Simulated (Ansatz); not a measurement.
# SrMg₃, space group P-6m2: a short molecular-dynamics run

Program: Ansatz 0.2.0, Python API.

Typed at the interpreter:
```pycon
>>> import warnings
>>> import ansatz as az
>>> from ase import Atoms
>>> import numpy as np
>>> warnings.simplefilter('ignore', az.DeckWarning)
>>> atoms = Atoms(
...     ['Sr', 'Mg', 'Mg', 'Mg'],
...     scaled_positions=[
...         (2 / 3, 1 / 3, 0.5),
...         (2 / 3, 1 / 3, 0.0),
...         (0.0, 0.0, 0.22818),
...         (0.0, 0.0, 0.77182),
...     ],
...     cell=[
...         (3.568682, 0.0, 0.0),
...         (-1.784341, 3.090569, 0.0),
...         (0.0, 0.0, 10.942393),
...     ],
...     pbc=True,
... )
>>> srmg3 = az.Crystal.from_ase(atoms)
>>> srmg3.resolved().tree()['lattice']
((3.568682, 0.0, 0.0), (-1.784341, 3.090569, 0.0), (0.0, 0.0, 10.942393))
>>> # a small cell and a short run: a test of the set-up, no statistics
>>> base = (
...     srmg3.supercell(2, 1, 1).calculation()
...     .functional('pbesol')
...     .pseudopotentials('paw')
...     .basis(470)
...     .kpoints(2, 2, 1)
...     .occupations('cold', width=0.15)
...     .md('nve', timestep=3.0 * az.fs, steps=10, temperature=800, initial_velocities='maxwell_boltzmann', seed=513)
... )
>>> steps = []
>>> def collect(event):
...     if event['event'] == 'md_step':
...         steps.append(event['data'])
...
>>> outcome = base.session().plan().execute(on_event=collect)

>>> r = outcome.report
>>> type(outcome).__name__, type(r).__name__
('RunOutcome', 'dict')
>>> r['n_iterations'], r['closed_by']
(6, 'deck_thresholds')
>>> r['n_electrons']
80.0
>>> for s in steps[::1]:
...     print('%3d %7.1f fs  total %.4f eV  T %6.1f K' % (s['step'], s['time_fs'], s['lagrangian_ev'] + s['e_kin_ev'], s['temperature_k']))
...
  0     0.0 fs  total -18455.2756 eV  T  800.0 K
  1     3.0 fs  total -18455.2756 eV  T  806.0 K
  2     6.0 fs  total -18455.2757 eV  T  802.5 K
  3     9.0 fs  total -18455.2757 eV  T  789.3 K
  4    12.0 fs  total -18455.2757 eV  T  766.4 K
  5    15.0 fs  total -18455.2756 eV  T  734.0 K
  6    18.0 fs  total -18455.2756 eV  T  692.9 K
  7    21.0 fs  total -18455.2755 eV  T  644.2 K
  8    24.0 fs  total -18455.2754 eV  T  589.2 K
  9    27.0 fs  total -18455.2753 eV  T  529.6 K
 10    30.0 fs  total -18455.2752 eV  T  467.5 K
>>> temperature = np.array([s['temperature_k'] for s in steps])
>>> print(f'mean temperature of the second half {temperature[len(steps) // 2 :].mean():.1f} K')
mean temperature of the second half 609.6 K
>>> kept = np.array([s['conserved_ev'] for s in steps], float)
>>> print(f'conserved energy drifts by {1000 * (kept[-1] - kept[0]) / len(outcome.lattice.sites):+.3f} meV/atom')
conserved energy drifts by +0.054 meV/atom
>>> print('last positions (A) and velocities (A/fs)')
last positions (A) and velocities (A/fs)
>>> for site, xyz, vel in zip(outcome.lattice.sites, steps[-1]['positions_ang'], steps[-1]['velocities_ang_fs']):
...     print(f'{site.symbol:2s}', ' '.join(f'{v:8.4f}' for v in xyz), ' ', ' '.join(f'{v:9.5f}' for v in vel))
...
Sr   1.8093   0.9632   5.4008     0.00054  -0.00194  -0.00216
Mg   1.8628   1.2535  -0.0191     0.00241   0.00578   0.00024
Mg  -0.0644   0.0509   2.5001    -0.00163   0.00102  -0.00048
Mg   0.0819  -0.0331   8.6814     0.00308  -0.00147   0.00585
Sr   5.2578   1.0993   5.4814    -0.00277   0.00202   0.00049
Mg   5.6214   0.8237  -0.0044     0.00726  -0.00555   0.00068
Mg   3.6330  -0.0931   2.3031     0.00203  -0.00197  -0.00516
Mg   3.3934   0.0509   8.6406    -0.00511   0.00191   0.00487
>>> with open('trajectory.xyz', 'w') as handle:
...     for s in steps[::5]:
...         handle.write(f'{len(s["positions_ang"])}\nt = {s["time_fs"]} fs\n')
...         for site, xyz in zip(outcome.lattice.sites, s['positions_ang']):
...             handle.write('{} {:.4f} {:.4f} {:.4f}\n'.format(site.symbol, *xyz))
...
13
24
24
24
24
24
24
24
24
14
24
25
25
25
24
25
25
24
14
24
25
25
25
24
25
25
24
```

File `trajectory.xyz` afterwards:
```text
8
t = 0.0 fs
Sr 1.7843 1.0302 5.4712
Mg 1.7843 1.0302 0.0000
Mg 0.0000 0.0000 2.4968
Mg 0.0000 0.0000 8.4456
Sr 5.3530 1.0302 5.4712
Mg 5.3530 1.0302 0.0000
Mg 3.5687 0.0000 2.4968
Mg 3.5687 0.0000 8.4456
8
t = 15.0 fs
Sr 1.7984 0.9950 5.4349
Mg 1.8248 1.1510 -0.0150
Mg -0.0351 0.0294 2.5044
Mg 0.0394 -0.0146 8.5732
Sr 5.3031 1.0663 5.4753
Mg 5.4962 0.9195 -0.0069
Mg 3.6016 -0.0525 2.3947
Mg 3.4771 0.0244 8.5506
8
t = 30.0 fs
Sr 1.8093 0.9632 5.4008
Mg 1.8628 1.2535 -0.0191
Mg -0.0644 0.0509 2.5001
Mg 0.0819 -0.0331 8.6814
Sr 5.2578 1.0993 5.4814
Mg 5.6214 0.8237 -0.0044
Mg 3.6330 -0.0931 2.3031
Mg 3.3934 0.0509 8.6406
```

Notes:
- Absolute energies stand on the zero of these potentials, so only differences at equal settings mean something.
- For a metal this mesh is far too coarse, so the numbers only illustrate the procedure.
- This cell is a computed structure, which may not be the phase found in nature.
- A small cell, a coarse mesh and a very short run: it shows the set-up and gives no equilibrium averages.
- Hardware and time: 7.9 s on 1 thread of AMD EPYC 9R45 96-Core Processor (Zen 5), on a shared host, peak memory 0.59 GiB.

(Lines on the test bed's own set-up are left out of the output.)
